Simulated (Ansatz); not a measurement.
# BFH3OSe (charge +1): inversion of the pyramid at O1, part 2 of 2

Wanted: the energy profile along the inversion of the pyramid at O1, from relaxed end points and a band of images. SMILES of the start: [OH2+][Se]BF.

Ansatz 0.2.0; RKS PBE/def2-SVP. The steps go on from the part before.

## Step 7: The log goes on: vibrations at the highest image of the band

Output, continued, cut to the lines that bear on the results:

```text
reference -70803.67318461 eV, -2601.9869970810 hartree; 29, 29 occupied and 60, 60 virtual orbitals, 965 factors
[...]
965 factors; their error is unknown
mean field -70803.67316266 eV, -2601.9869962744 hartree, gradient 2.8e-6 eV, S^2 0.000000; 0 other end points of the search recorded, 0 dependent functions left out
[...]
reference -70803.67319208 eV, -2601.9869973556 hartree; 29, 29 occupied and 60, 60 virtual orbitals, 965 factors
[...]
965 factors; their error is unknown
mean field -70803.67324486 eV, -2601.9869992952 hartree, gradient 1.6e-6 eV, S^2 0.000000; 0 other end points of the search recorded, 0 dependent functions left out
[...]
reference -70803.67327428 eV, -2601.9870003765 hartree; 29, 29 occupied and 60, 60 virtual orbitals, 965 factors
[...]
965 factors; their error is unknown
[...]
WARN: phonons: modes at or below zero, which the zero-point energy, F, S and C_V leave out: 1, the lowest at -444.14 cm⁻¹. A minimum has none, and a first-order saddle one
Total energy: -70803.67328752 eV, -2601.9870008628 hartree
Atom 0 at    -1.187134     0.862620    -0.037223 Å, force    -0.000338    -0.018753     0.002343 eV/Å
Atom 1 at    -0.797546    -0.946917     0.586823 Å, force     0.002068    -0.012185     0.014116 eV/Å
Atom 2 at     1.123083    -0.860002     0.053813 Å, force    -0.014787     0.013790    -0.011557 eV/Å
Atom 3 at     1.842000    -1.921504     0.302155 Å, force     0.002215    -0.001359    -0.001175 eV/Å
Atom 4 at    -1.456739     1.051535    -0.964347 Å, force     0.000073     0.016482    -0.001173 eV/Å
Atom 5 at    -1.045055     1.655752     0.527343 Å, force    -0.006131     0.009827    -0.008276 eV/Å
Atom 6 at     1.521403     0.158517    -0.468573 Å, force     0.016900    -0.007803     0.005722 eV/Å
Dipole moment:    -0.434650     1.112521    -0.336160 e Å
Vibrations: -444.14 142.84 167.69 235.10 291.61 495.36 577.51 757.73 765.03 1013.13 1341.84 1499.10 2609.05 3576.41 3697.34 cm⁻¹, zero-point energy 1.064388 eV
```

It took 51 s on 1 thread of Arm Neoverse V2, shared host; peak memory 0.12 GiB.

Of 15 modes, 1 is imaginary by more than 30 cm⁻¹ (444i cm⁻¹).

## Step 8: The band again, with other settings

crystal.atoms is end A as relaxed above, and neb.final_atoms is end B, turned to lie on A. With 9 inner images the band has 11 in all. The start path is listed, through a guess of the saddle.

File input.yaml:

```yaml
crystal:
  periodic: [false, false, false]
  atoms:
    - { symbol: O, position_ang: [-0.978649, 0.986115, -0.142408] }
    - { symbol: Se, position_ang: [-0.759315, -0.868779, 0.556594] }
    - { symbol: B, position_ang: [1.17311, -0.890683, 0.051696] }
    - { symbol: F, position_ang: [1.827615, -1.98643, 0.324427] }
    - { symbol: H, position_ang: [-1.636034, 1.034176, -0.879826] }
    - { symbol: H, position_ang: [-1.25208, 1.623382, 0.562839] }
    - { symbol: H, position_ang: [1.625364, 0.102221, -0.473332] }
total_charge: 1
basis:
  gaussian: { orbitals: def2-SVP }
hamiltonian:
  xc: pbe
neb:
  order_check: false
  images: 9
  f_tol: 0.05
  max_iterations: 3
  final_atoms:
    - { symbol: O, position_ang: [-1.32540702, 0.85156394, 0.00784069] }
    - { symbol: Se, position_ang: [-0.83831914, -0.96902423, 0.61672807] }
    - { symbol: B, position_ang: [1.06501424, -0.82226458, 0.05443643] }
    - { symbol: F, position_ang: [1.82120157, -1.86479952, 0.2696002] }
    - { symbol: H, position_ang: [-1.28725588, 0.9951941, -0.9689712] }
    - { symbol: H, position_ang: [-0.87234791, 1.5943977, 0.47597625] }
    - { symbol: H, position_ang: [1.43712513, 0.2149346, -0.45562044] }
  initial_path:
    images:
      - { positions_ang: [[-0.978649, 0.986115, -0.142408], [-0.759315, -0.868779, 0.556594], [1.17311, -0.890683, 0.051696], [1.827615, -1.98643, 0.324427], [-1.636034, 1.034176, -0.879826], [-1.25208, 1.623382, 0.562839], [1.625364, 0.102221, -0.473332]] }
      - { positions_ang: [[-1.02241536, 0.98242143, -0.12925934], [-0.75258026, -0.89167641, 0.56415414], [1.16213338, -0.88708296, 0.05322904], [1.83108363, -1.97144981, 0.31711275], [-1.60951371, 1.03353974, -0.90407962], [-1.21749258, 1.6344819, 0.56636472], [1.60879589, 0.09976811, -0.4675317]] }
      - { positions_ang: [[-1.06618171, 0.97872786, -0.11611067], [-0.74584551, -0.91457383, 0.57171428], [1.15115676, -0.88348292, 0.05476208], [1.83455226, -1.95646963, 0.3097985], [-1.58299342, 1.03290349, -0.92833323], [-1.18290517, 1.64558179, 0.56989044], [1.59222779, 0.09731523, -0.4617314]] }
      - { positions_ang: [[-1.10994807, 0.97503429, -0.10296201], [-0.73911077, -0.93747124, 0.57927443], [1.14018014, -0.87988287, 0.05629512], [1.83802089, -1.94148944, 0.30248424], [-1.55647313, 1.03226723, -0.95258685], [-1.14831775, 1.65668169, 0.57341617], [1.57565968, 0.09486234, -0.4559311]] }
      - { positions_ang: [[-1.15371442, 0.97134071, -0.08981335], [-0.73237602, -0.96036865, 0.58683457], [1.12920352, -0.87628283, 0.05782816], [1.84148952, -1.92650925, 0.29516999], [-1.52995284, 1.03163098, -0.97684046], [-1.11373033, 1.66778159, 0.57694189], [1.55909157, 0.09240946, -0.4501308]] }
      - { positions_ang: [[-1.19748078, 0.96764714, -0.07666469], [-0.72564128, -0.98326607, 0.59439471], [1.1182269, -0.87268279, 0.0593612], [1.84495815, -1.91152907, 0.28785574], [-1.50343255, 1.03099472, -1.00109408], [-1.07914291, 1.67888149, 0.58046761], [1.54252347, 0.08995657, -0.4443305]] }
      - { positions_ang: [[-1.22306603, 0.9444305, -0.05976361], [-0.74817685, -0.9804177, 0.59886138], [1.10758437, -0.86259915, 0.05837625], [1.84020683, -1.90218316, 0.28420463], [-1.46019721, 1.0238346, -0.9946695], [-1.03778391, 1.66198473, 0.55956934], [1.5214438, 0.11495218, -0.44658849]] }
      - { positions_ang: [[-1.24865127, 0.92121386, -0.04286254], [-0.77071242, -0.97756933, 0.60332805], [1.09694184, -0.85251551, 0.05739129], [1.83545552, -1.89283725, 0.28055353], [-1.41696188, 1.01667447, -0.98824493], [-0.99642491, 1.64508797, 0.53867107], [1.50036413, 0.13994778, -0.44884648]] }
      - { positions_ang: [[-1.27423652, 0.89799722, -0.02596146], [-0.793248, -0.97472097, 0.60779473], [1.08629931, -0.84243186, 0.05640634], [1.8307042, -1.88349134, 0.27690242], [-1.37372654, 1.00951435, -0.98182035], [-0.95506591, 1.62819122, 0.5177728], [1.47928446, 0.16494339, -0.45110447]] }
      - { positions_ang: [[-1.29982177, 0.87478058, -0.00906039], [-0.81578357, -0.9718726, 0.6122614], [1.07565678, -0.83234822, 0.05542138], [1.82595288, -1.87414543, 0.27325131], [-1.33049121, 1.00235422, -0.97539578], [-0.91370691, 1.61129446, 0.49687453], [1.4582048, 0.18993899, -0.45336245]] }
      - { positions_ang: [[-1.32540702, 0.85156394, 0.00784069], [-0.83831914, -0.96902423, 0.61672807], [1.06501424, -0.82226458, 0.05443643], [1.82120157, -1.86479952, 0.2696002], [-1.28725588, 0.9951941, -0.9689712], [-0.87234791, 1.5943977, 0.47597625], [1.43712513, 0.2149346, -0.45562044]] }
```

Started as:

```sh
> ansatz run input.yaml --threads 1 --pin off --max-ram 2048MiB --backend cpu --events-out ev --progress --plain --runs-dir out
```

The log of the run:

```text
Warning: RAYON_NUM_THREADS=1 ignored (pool sized by the plan → 1); use --threads N
Engine: ansatz 0.2.0, aarch64-unknown-linux-gnu
[... 1 set-up line as earlier in the session ...]
  parameter kappa = 0.804
  parameter beta = 0.06672455060314922
  exchange = pbe_x(kappa = kappa, mu = beta*pi^2/3)
  correlation = pbe_c(beta = beta)
965 factors; their error is unknown
mean field evaluation 1: about -70788.4756 eV, gradient 9.1e1 eV
mean field evaluation 2: about -70666.4057 eV, gradient 2.2e2 eV
mean field evaluation 4: about -70803.2340 eV, gradient 1.7e1 eV
mean field evaluation 8: about -70803.8774 eV, gradient 1.1e-1 eV
mean field evaluation 16: about -70803.7614 eV, gradient 2.8e-4 eV
mean field -70803.76135461 eV, -2601.9902372689 hartree, gradient 6.4e-5 eV, S^2 0.000000; 0 other end points of the search recorded, 0 dependent functions left out
[... 4 lines left out ...]
mean field -70803.70401973 eV, -2601.9881302508 hartree, gradient 6.9e-5 eV, S^2 0.000000; 0 other end points of the search recorded, 0 dependent functions left out
[... 2 lines left out ...]
NEB end point (image 0): max|allowed force component| = 1.847e-3 eV/Å (the criterion of neb.relax_end_points is 1.000e-2)
NEB end point (image 10): max|allowed force component| = 5.603e-3 eV/Å (the criterion of neb.relax_end_points is 1.000e-2)
[... 1 line left out ...]
mean field -70803.72648871 eV, -2601.9889559707 hartree, gradient 6.9e-5 eV, S^2 0.000000; 0 other end points of the search recorded, 0 dependent functions left out
[... 4 lines left out ...]
mean field -70803.64517344 eV, -2601.9859676897 hartree, gradient 7.0e-5 eV, S^2 0.000000; 0 other end points of the search recorded, 0 dependent functions left out
[... 3 lines left out ...]
mean field -70803.54863813 eV, -2601.9824200825 hartree, gradient 7.0e-5 eV, S^2 0.000000; 0 other end points of the search recorded, 0 dependent functions left out
[... 4 lines left out ...]
mean field -70803.45683254 eV, -2601.9790462892 hartree, gradient 7.1e-5 eV, S^2 0.000000; 0 other end points of the search recorded, 0 dependent functions left out
[... 3 lines left out ...]
mean field -70803.37375403 eV, -2601.9759932103 hartree, gradient 6.9e-5 eV, S^2 0.000000; 0 other end points of the search recorded, 0 dependent functions left out
[... 4 lines left out ...]
mean field -70803.44788016 eV, -2601.9787172954 hartree, gradient 6.9e-5 eV, S^2 0.000000; 0 other end points of the search recorded, 0 dependent functions left out
[... 4 lines left out ...]
mean field -70803.52743903 eV, -2601.9816410297 hartree, gradient 6.8e-5 eV, S^2 0.000000; 0 other end points of the search recorded, 0 dependent functions left out
[... 3 lines left out ...]
mean field -70803.60855474 eV, -2601.9846219771 hartree, gradient 6.8e-5 eV, S^2 0.000000; 0 other end points of the search recorded, 0 dependent functions left out
[... 4 lines left out ...]
mean field -70803.67551040 eV, -2601.9870825523 hartree, gradient 7.0e-5 eV, S^2 0.000000; 0 other end points of the search recorded, 0 dependent functions left out
[... from here on, the SCF cycles and remarks between the steps are left out ...]
NEB iter   1: max|band force component| = 2.756e0 eV/Å  barrier→ = 0.3876 eV  barrier← = 0.3303 eV  Δτ_max = 0.0715 Å  (297 SCF iters)
NEB iter   2: max|band force component| = 1.547e0 eV/Å  barrier→ = 0.1638 eV  barrier← = 0.1065 eV  Δτ_max = 0.0501 Å  (245 SCF iters)
NEB iter   3: max|band force component| = 5.006e-1 eV/Å  barrier→ = 0.1021 eV  barrier← = 0.0448 eV  Δτ_max = 0.1902 Å  (244 SCF iters)
[...]
this run last wrote the band of iteration 3 to <dir>
Error: NEB band did not converge after 3 iterations: max|band force component| = 5.01e-1 eV/Å (threshold 5.0e-2); raise `neb.max_iterations` in a new run, which can start from the last band evaluated (`neb.initial_path`, with `crystal.atoms` and `neb.final_atoms` set to its first and last images), add images, or start from endpoints closer to local minima. Where this run's directory can be resumed (`checkpoint.write`), a resume goes on for up to `neb.max_iterations` more; to start a new run from the last band, take its images' positions from the `neb_iteration` event of iteration 3 (`data.images[].positions_ang`), in the event stream of the run that computed that iteration (not this run's, if it was resumed behind it). With `checkpoint.write`, `steps/00-neb/state/checkpoint.json` in the run directory holds the last saved band, under `neb.evaluated.images[].positions_ang` (a band under a hybrid functional on support functions is neither saved nor resumed: `neb.initial_path` says where its path is): check the last entry of `neb.iterations` there, which is earlier than 3 if that iteration was not saved or its write failed. If the band's step has no `state` directory and holds `state.next`, a write was cut short, and the file is under `state.next` instead (behind a loss of power it can be under `state.prev`)
this run wrote the band of iteration 3 to <dir> as well, whether or not its events were kept: a new run's `neb.initial_path` can list its `images[].positions_ang`
a run's events are kept only if it was started with --events-out <file>, and are in that file
```

Wall time 57 s (1 thread of Arm Neoverse V2, shared host); peak memory 0.12 GiB.

## Step 9: The band, image by image

The run ended unconverged after 3 band iterations. The table shows its last band, which is no minimum-energy path. The 9 inner images lie between the fixed ends 0 and 10. Energy is taken from image 0, and the path length is the program's own coordinate along the band.

```tsv
image	path (Å)	energy (eV)	sum of angles at O1 (°)	band force (eV/Å)
0	0.000	0.0000	333.1	-
1	0.086	0.0043	336.0	0.135
2	0.172	0.0182	342.5	0.192
3	0.257	0.0469	350.7	0.255
4	0.343	0.0802	356.9	0.411
5	0.429	0.1021	359.8	0.501
6	0.515	0.0995	359.0	0.350
7	0.601	0.0846	354.8	0.221
8	0.686	0.0708	348.6	0.250
9	0.773	0.0655	343.7	0.282
10	0.859	0.0573	340.9	-
```

image, energy (eV) and a bar:
```
        0      0.000 
        1      0.004 #
        2      0.018 #####
        3      0.047 ##############
        4      0.080 ########################
        5      0.102 ##############################
        6      0.100 #############################
        7      0.085 #########################
        8      0.071 #####################
        9      0.065 ###################
       10      0.057 #################
```

## Step 10: The band again, with other settings

crystal.atoms is end A as relaxed above, and neb.final_atoms is end B, turned to lie on A. With 9 inner images the band has 11 in all. The start path is listed, through a guess of the saddle.

input.yaml, as its differences from that of step 8:

```diff
@@ -18,4 +18,4 @@
   images: 9
-  f_tol: 0.05
-  max_iterations: 3
+  f_tol: 0.5
+  max_iterations: 60
   final_atoms:
```

Started as:

```sh
> ansatz run input.yaml --threads 1 --pin off --max-ram 2048MiB --backend cpu --events-out ev --progress --plain --runs-dir out
```

The log of the run, cut to the lines that bear on the results:

```text
Warning: RAYON_NUM_THREADS=1 ignored (pool sized by the plan → 1); use --threads N
[...]
[... 1 set-up line as earlier in the session ...]
[...]
965 factors; their error is unknown
[...]
mean field -70803.76135461 eV, -2601.9902372689 hartree, gradient 6.4e-5 eV, S^2 0.000000; 0 other end points of the search recorded, 0 dependent functions left out
[...]
reference -70803.76138456 eV, -2601.9902383693 hartree; 29, 29 occupied and 60, 60 virtual orbitals, 965 factors
965 factors; their error is unknown
[...]
mean field -70803.70401973 eV, -2601.9881302508 hartree, gradient 6.9e-5 eV, S^2 0.000000; 0 other end points of the search recorded, 0 dependent functions left out
[...]
reference -70803.70404903 eV, -2601.9881313276 hartree; 29, 29 occupied and 60, 60 virtual orbitals, 965 factors
NEB end point (image 0): max|allowed force component| = 1.847e-3 eV/Å (the criterion of neb.relax_end_points is 1.000e-1)
[...]
reference -70803.59729354 eV, -2601.9842081358 hartree; 29, 29 occupied and 60, 60 virtual orbitals, 965 factors
[...]
965 factors; their error is unknown
mean field -70803.60901788 eV, -2601.9846389972 hartree, gradient 7.0e-5 eV, S^2 0.000000; 0 other end points of the search recorded, 0 dependent functions left out
[...]
reference -70803.60904713 eV, -2601.9846400722 hartree; 29, 29 occupied and 60, 60 virtual orbitals, 965 factors
[...]
965 factors; their error is unknown
mean field -70803.63693926 eV, -2601.9856650889 hartree, gradient 7.3e-5 eV, S^2 0.000000; 0 other end points of the search recorded, 0 dependent functions left out
[...]
reference -70803.63696846 eV, -2601.9856661622 hartree; 29, 29 occupied and 60, 60 virtual orbitals, 965 factors
[...]
965 factors; their error is unknown
mean field -70803.66957141 eV, -2601.9868642985 hartree, gradient 7.2e-5 eV, S^2 0.000000; 0 other end points of the search recorded, 0 dependent functions left out
[...]
reference -70803.66960061 eV, -2601.9868653714 hartree; 29, 29 occupied and 60, 60 virtual orbitals, 965 factors
[...]
965 factors; their error is unknown
```

## Step 11: More of the same log: band between the two ends

The log, continued, cut to the lines that bear on the results:

```text
mean field -70803.69463296 eV, -2601.9877852934 hartree, gradient 7.1e-5 eV, S^2 0.000000; 0 other end points of the search recorded, 0 dependent functions left out
[...]
reference -70803.69466220 eV, -2601.9877863679 hartree; 29, 29 occupied and 60, 60 virtual orbitals, 965 factors
NEB iter   2: max|band force component| = 1.556e0 eV/Å  barrier→ = 0.1641 eV  barrier← = 0.1068 eV  Δτ_max = 0.0537 Å  (242 SCF iters)
[...]
NEB iter   3: max|band force component| = 5.004e-1 eV/Å  barrier→ = 0.0983 eV  barrier← = 0.0410 eV  CI = image 5  Δτ_max = 0.1955 Å  (243 SCF iters)
[...]
NEB iter   4: max|band force component| = 4.767e-1 eV/Å  barrier→ = 0.1092 eV  barrier← = 0.0519 eV  CI = image 7  Δτ_max = 0.0000 Å  (505 SCF iters)
Total energy: -70803.65213714 eV, -2601.9862236007 hartree
Atom 0 at    -1.249117     0.879283    -0.022999 Å, force     0.039157     0.134883    -0.093593 eV/Å
Atom 1 at    -0.765126    -0.928184     0.568084 Å, force    -0.087994    -0.092114    -0.001462 eV/Å
Atom 2 at     1.154137    -0.892824     0.014251 Å, force     0.105536     0.314877     0.283850 eV/Å
Atom 3 at     1.849783    -1.949423     0.349479 Å, force    -0.121509    -0.019192    -0.145886 eV/Å
Atom 4 at    -1.497971     1.092046    -0.953188 Å, force     0.047059    -0.117872     0.032729 eV/Å
Atom 5 at    -1.098297     1.682680     0.529067 Å, force     0.063945    -0.133194     0.031686 eV/Å
Atom 6 at     1.606603     0.116425    -0.484703 Å, force    -0.046194    -0.087388    -0.107324 eV/Å
Dipole moment:    -0.437432     1.123714    -0.360929 e Å
this run last wrote the band of iteration 4 to <dir>
```

Wall time 86 s (1 thread of Arm Neoverse V2, shared host); peak memory 0.12 GiB.

## Step 12: The band, image by image

The 9 inner images lie between the fixed ends 0 and 10. Energy is taken from image 0, and the path length is the program's own coordinate along the band.

```tsv
image	path (Å)	energy (eV)	sum of angles at O1 (°)	band force (eV/Å)
0	0.000	0.0000	333.1	-
1	0.049	0.0027	334.1	0.142
2	0.100	0.0077	336.8	0.202
3	0.155	0.0179	342.1	0.263
4	0.213	0.0355	347.4	0.308
5	0.271	0.0580	351.3	0.372
6	0.434	0.0885	358.0	0.293
7*	0.597	0.1092	359.0	0.310
8	0.761	0.0951	350.9	0.387
9	0.927	0.0830	343.3	0.477
10	1.094	0.0573	340.9	-
```

The star marks the climbing image.

image, energy (eV) and a bar:
```
        0      0.000 
        1      0.003 #
        2      0.008 ##
        3      0.018 #####
        4      0.035 ##########
        5      0.058 ################
        6      0.088 ########################
        7      0.109 ##############################
        8      0.095 ##########################
        9      0.083 #######################
       10      0.057 ################
```

## Step 13: Results

The summary covers parts 1 to 2.

```
                                quantity                                                       value
                                   end A                                     5 moves, 0.170 eV lower
                                   end B                                     5 moves, 0.165 eV lower
            first band: barrier forwards                                                    0.088 eV
           first band: barrier backwards                                                    0.031 eV
first band: second end relative to first                                                   +0.057 eV
               first band: highest image                                      4 of 0 to 10, climbing
             first band: band iterations                                                           8
              imaginary modes at the top                                                   444i cm⁻¹
                             second band  not converged, 3 iterations, 9 inner images, none climbing
             time, first and second band                                            2.5 min and 57 s
                              third band    top 0.109 eV above image 0, 4 iterations, 9 inner images
              time, first and third band                                            2.5 min and 86 s
```

What this shows: In the first band: the top lies 0.088 eV above the first end, or 3 kT at room temperature; with a typical attempt rate of 10^13 per second that is roughly 10^12 events a second. Going back costs 0.031 eV, since the second end is 0.057 eV above the first. One imaginary mode, as a first-order saddle point has. As for the second band: the cap on iterations is too low for the band to settle. The third band's top lies 21 meV above the first's. As for the third band: the force threshold is loose, so the band stops early. Zero-point energy and entropy are left out.
